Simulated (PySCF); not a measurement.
**A diatomic session: HgH**

The task here is to estimate one member of a computed series from the others.

Program: PySCF 2.14.0. Level of theory: Hg def2-TZVP with ECP60, H def2-TZVP, scalar-relativistic core potentials. These are calculated values, not measurements.

The first run:

A driver script around PySCF takes these settings:

```yaml
atoms: Hg, H
charge: 0
basis: Hg def2-TZVP with ECP60, H def2-TZVP
Hamiltonian: scalar-relativistic core potentials
basis_functions: 49
electrons_treated: 21
masses_in_u: 201.9706, 1.0078
levels: PBE0, PBE, r²SCAN, B3LYP, M06-2X, B97-3, ωB97X, HF, MP2, SCS-MP2, CCSD, CCSD(T)
grid: 80 radial by 434 angular points
occupations: held fixed by the projection of orbital angular momentum
dissociation_limit: Hg + H, each in its ground configuration
starting_distance_in_angstrom: 1.695
values_of_2S_to_try: 1, 3
```

Launch:

```console
OMP_NUM_THREADS=1 python dia.py task.json out
```

Steps of the session up to this table: Input; The PBE0 curve of the state that the search chose; Excited determinants; PBE; r²SCAN; B3LYP; M06-2X; B97-3; ωB97X (range-separated hybrid); UHF (mean field); Adding correlation.

One of the session's tables, all rows but one given; the rest of the session is left out.

It belongs to the step «The curves together». Energy (eV) from each level's lowest point:

| R (Å) | UHF | UHF-MP2 | UHF-SCS-MP2 | UHF-CCSD | UHF-CCSD(T) |
| --- | --- | --- | --- | --- | --- |
| 1.521 | 0.359 | 0.230 | 0.251 | n/a | n/a |
| 1.592 | 0.160 | 0.083 | 0.094 | 0.115 | 0.116 |
| 1.663 | 0.051 | 0.015 | 0.019 | 0.028 | 0.030 |
| 1.716 | 0.012 | 0.000 | 0.000 | 0.002 | 0.003 |
| 1.769 | 0.000 | 0.006 | 0.003 | 0.000 | 0.000 |
| 1.822 | 0.007 | 0.025 | 0.021 | 0.014 | 0.014 |
| 1.893 | ? | ? | ? | ? | ? |
| 1.981 | 0.084 | 0.109 | 0.108 | 0.107 | 0.104 |
| 2.087 | 0.144 | 0.152 | 0.156 | 0.176 | 0.172 |
| 2.229 | 0.203 | 0.174 | 0.185 | n/a | n/a |

**Question.** Estimate the row for R (Å) = 1.893.

Worked estimate for «UHF». A straight line through the neighbours (1.822, 0.007) and (1.981, 0.084) gives 0.007 + (0.084 − 0.007) × (1.893 − 1.822) / (1.981 − 1.822) = 0.041; a parabola fitted to 4 rows on both sides gives 0.039.

**Answer.** UHF: 0.035; UHF-MP2: 0.062; UHF-SCS-MP2: 0.057; UHF-CCSD: 0.050; UHF-CCSD(T): 0.048. In «UHF» the line misses by +0.006 and the parabola by +0.004.
